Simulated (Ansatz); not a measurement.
**GaH5S: up Jacob's ladder to CCSD(T)**

The task here is to estimate one member of a computed series from the others.

Computed with Ansatz 0.2.0, Gaussian basis. Level: functionals in def2-TZVPP, the program's frozen cores in correlated methods.

Levels to be run: LDA (SPW92), PBE-D4, revPBE-D4, BLYP-D4, r2SCAN-D4, B97M-V, PBE0-D4, B3LYP-D4, r2SCANh-D4, r2SCAN0-D4, HSE06-D4, BHLYP-D4, CAM-B3LYP-D4, LC-ωPBE, ωB97X-V, ωB97M-V, B2PLYP, PBE-QIDH; CCSD(T)/def2-SVP; CCSD(T)/def2-TZVPP; MP2/def2-QZVPP; extrapolation to the limit; RPA on PBE.

## The relaxed structure

An earlier PBE0-D4 in a triple-zeta def2 set relaxation fixed the geometry.

SMILES `[SH2+][GaH3-]`, 7 atoms, charge 0, spin multiplicity 1.

Atoms are counted from 1 here; the program's logs count them from 0.

Bond lengths: S1–Ga2 2.599 Å, S1–H3 1.343 Å, S1–H4 1.343 Å, Ga2–H5 1.574 Å, Ga2–H6 1.574 Å, Ga2–H7 1.576 Å. Angles: Ga2–S1–H3 97.6°, Ga2–S1–H4 97.6°, H3–S1–H4 92.7°, S1–Ga2–H5 94.8°, S1–Ga2–H6 94.9°, S1–Ga2–H7 97.5°, H5–Ga2–H6 119.2°, H5–Ga2–H7 118.9°, H6–Ga2–H7 118.9°.

The first run:

Input file in.yaml:

```yaml
crystal:
  periodic: [false, false, false]
  atoms:
    - {symbol: S, position_ang: [-0.794536, -1.301597, 0.079933]}
    - {symbol: Ga, position_ang: [0.181565, 1.099424, -0.113747]}
    - {symbol: H, position_ang: [-0.081618, -1.698247, 1.147227]}
    - {symbol: H, position_ang: [0.042087, -1.903590, -0.781675]}
    - {symbol: H, position_ang: [-0.401254, 1.363674, -1.552185]}
    - {symbol: H, position_ang: [-0.587463, 1.657832, 1.141352]}
    - {symbol: H, position_ang: [1.702420, 0.714404, 0.033395]}
basis:
  gaussian: {orbitals: def2-TZVPP}
hamiltonian: {xc: lda}
output: {orbitals: {seedname: orbitals}}
```

Steps of the session up to this table: LDA; PBE-D4 (GGA); revPBE-D4 (GGA); BLYP-D4 (GGA); r2SCAN-D4 (meta-GGA); B97M-V (meta-GGA); PBE0-D4 (hybrid); B3LYP-D4 (hybrid); r2SCANh-D4 (hybrid); r2SCAN0-D4 (hybrid); HSE06-D4 (hybrid); BHLYP-D4 (hybrid); CAM-B3LYP-D4 (range-separated); LC-ωPBE-D4 (range-separated; the results give it without D4); ωB97X-V (range-separated); ωB97M-V (range-separated); B2PLYP (double hybrid); PBE-QIDH (double hybrid).

One table of the session follows, with a row left open; its other results are not shown here.

It belongs to the step «Frontier levels by functional». 

```
  functional  HOMO (eV)  gap (eV)
 LDA (SPW92)      -6.70      5.14
      PBE-D4          ?         ?
   revPBE-D4      -6.61      5.18
     BLYP-D4      -6.55      5.16
   r2SCAN-D4      -6.97      5.79
      B97M-V      -7.05      5.77
     PBE0-D4      -7.89      7.44
    B3LYP-D4      -7.70      6.98
  r2SCANh-D4      -7.42      6.62
  r2SCAN0-D4      -8.10      7.85
    HSE06-D4      -7.48      6.65
    BHLYP-D4      -9.07      9.49
CAM-B3LYP-D4      -9.29      9.85
     LC-ωPBE     -10.68     12.48
     ωB97X-V     -10.33     11.95
     ωB97M-V     -10.14     11.44
```

Estimate the missing values for PBE-D4.

As computed: HOMO (eV): -6.64; gap (eV): 5.17. In the column «HOMO (eV)» it lies between LDA (SPW92) (-6.70) and revPBE-D4 (-6.61).
